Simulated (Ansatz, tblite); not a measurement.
# The cluster Ca4Se4: one state, many levels

An exercise on one series of results from a longer session: the logs are not shown, and one member is left open.

Program: Ansatz 0.2.0, Gaussian basis. Level of theory: as each input shows. These are calculated values, not measurements.

The runs, in order: GFN1-xTB, GFN2-xTB, PBE-D4/def2-SVP, r2SCAN-D4/def2-SVP, B2PLYP/def2-SVP, B3LYP-D4/def2-SVP, HF/STO-3G, PBE-D4/def2-TZVPD, MP2/def2-SVP, RPA/def2-SVP.

16 further runs of the same task are left out: 13 that didn't finish, 3 set aside as unsound or not needed.

### The relaxed structure

The singlet was relaxed beforehand with PBE0-D4/def2-SVP. At that level it is the lowest of the isomers that a small search found.

8 atoms, charge 0, spin multiplicity 1.

Bond lengths: Ca1–Se5 2.789 Å, Ca1–Se6 2.789 Å, Ca1–Se8 2.789 Å, Ca2–Se5 2.789 Å, Ca2–Se7 2.789 Å, Ca2–Se8 2.789 Å, Ca3–Se5 2.789 Å, Ca3–Se6 2.789 Å, Ca3–Se7 2.789 Å, Ca4–Se6 2.789 Å, Ca4–Se7 2.789 Å, Ca4–Se8 2.789 Å. Angles: Se5–Ca1–Se6 98.4°, Se5–Ca1–Se8 98.4°, Se6–Ca1–Se8 98.4°, Se5–Ca2–Se7 98.4°, Se5–Ca2–Se8 98.4°, Se7–Ca2–Se8 98.4°, Se5–Ca3–Se6 98.4°, Se5–Ca3–Se7 98.4°, Se6–Ca3–Se7 98.4°, Se6–Ca4–Se7 98.4°, Se6–Ca4–Se8 98.4°, Se7–Ca4–Se8 98.4°, Ca1–Se5–Ca2 81.0°, Ca1–Se5–Ca3 81.0°, Ca2–Se5–Ca3 81.0°, Ca1–Se6–Ca3 81.0°, Ca1–Se6–Ca4 81.0°, Ca3–Se6–Ca4 81.0° and more.

PBE0-D4/def2-SVP was run before; its log isn't repeated, and its numbers join the tables.

The first run:

Tight binding, by tblite at 300 K electronic temperature and without a spin-polarisation term:

```python
tblite.interface.Calculator('GFN1-xTB', numbers, positions, charge=0, uhf=0).singlepoint()
```

Tight binding, by tblite at 300 K electronic temperature and without a spin-polarisation term:

```python
tblite.interface.Calculator('GFN2-xTB', numbers, positions, charge=0, uhf=0).singlepoint()
```

start.molden holds the orbitals of an earlier run on this state, given as this run's starting guess.

in.yaml reads:

```yaml
crystal:
  periodic: [false, false, false]
  atoms:
    - {symbol: Ca, position_ang: [2.067253, 0.107768, 0.795017]}
    - {symbol: Ca, position_ang: [-0.211336, 1.405112, -1.702419]}
    - {symbol: Ca, position_ang: [-0.420033, -2.065258, -0.689568]}
    - {symbol: Ca, position_ang: [-1.435890, 0.552381, 1.596970]}
    - {symbol: Se, position_ang: [1.673750, -0.643983, -1.861630]}
    - {symbol: Se, position_ang: [0.246439, -1.637888, 1.984548]}
    - {symbol: Se, position_ang: [-2.409778, -0.125583, -0.926836]}
    - {symbol: Se, position_ang: [0.489585, 2.407460, 0.803919]}
basis:
  gaussian: {orbitals: def2-SVP, initial_orbitals: start.molden}
hamiltonian: {xc: pbe, dispersion: d4}
scf: {omitted_lower_state_checks: [starts]}
output: {orbitals: {seedname: orbitals}}
```

Started as:

```console
$ ansatz run in.yaml --threads 4 --pin off --events-out ev --progress --plain --max-ram 4787MiB
```

Steps of the session up to this table: PBE-D4/def2-SVP; r2SCAN-D4/def2-SVP; B2PLYP/def2-SVP; B3LYP-D4/def2-SVP; HF/STO-3G; PBE-D4/def2-TZVPD; MP2/def2-SVP; RPA/def2-SVP.

One table of the session follows, with a row left open; its other results are not shown here.

It belongs to the step «Binding energy». 

| level | binding an atom (eV) |
| --- | --- |
| HF/STO-3G | 2.168 |
| HF/def2-SVP | 2.507 |
| PBE-D4/def2-SVP | 3.589 |
| PBE-D4/def2-TZVPD | 3.527 |
| r2SCAN-D4/def2-SVP | 3.711 |
| B3LYP-D4/def2-SVP | 3.407 |
| PBE0-D4/def2-SVP | 3.533 |
| B2PLYP/def2-SVP | ? |
| RPA/def2-SVP | 2.689 |
| MP2/def2-SVP | 3.209 |

Q: Estimate the row for B2PLYP/def2-SVP from the others.

**Answer.** binding an atom (eV): 3.231. In the column «binding an atom (eV)» it lies between MP2/def2-SVP (3.209) and B3LYP-D4/def2-SVP (3.407).

To keep in mind: Free atoms were run apart at each level; binding is atoms less cluster, divided by the number of atoms, without zero-point or spin-orbit terms.
